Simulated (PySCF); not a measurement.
# H4NiO4 (Ni(OH)4): the cost of one run

Programs: PySCF 2.14.0, with routines of our own; each step states its level. All values are computed. Atoms count from 0.

### Step 1. The system as given

9 atoms, charge 0, states of the metal's open shell are computed; geometry from: model geometry, bond lengths from ionic radii.

### Step 2. Ligand-field states: state-averaged CASSCF

The job: settings as JSON, then the geometry in Å.

```
{"job": {"kind": "lf", "basis": {"metal": "x2c-TZVPall", "ligand": "x2c-SVPall"}, "nevpt": true}, "charge": 0, "metal": "Ni", "open_shell": "d6"}
Ni     0.000000     0.000000     0.000000
O      0.975722     0.975722     0.975722
H      0.721806     1.853176     1.287491
O     -0.975722    -0.975722     0.975722
H     -0.721806    -1.853176     1.287491
O     -0.975722     0.975722    -0.975722
H     -1.853176     0.721806    -1.287491
O      0.975722    -0.975722    -0.975722
H      1.853176    -0.721806    -1.287491
```

Method: state-averaged CASSCF of the metal d shell, SC-NEVPT2 on the averaged canonical orbitals, state-interaction spin-orbit coupling.

The run is started by

```console
> OMP_NUM_THREADS=1 python lf_run.py task.json out
```

One launch serves the whole session: the jobs run in the order shown.

Q: Estimate the wall time and peak memory of this first job on 1 thread of Intel Xeon Platinum 8559C, shared host.

About 14 s, with a peak of 0.29 GiB.
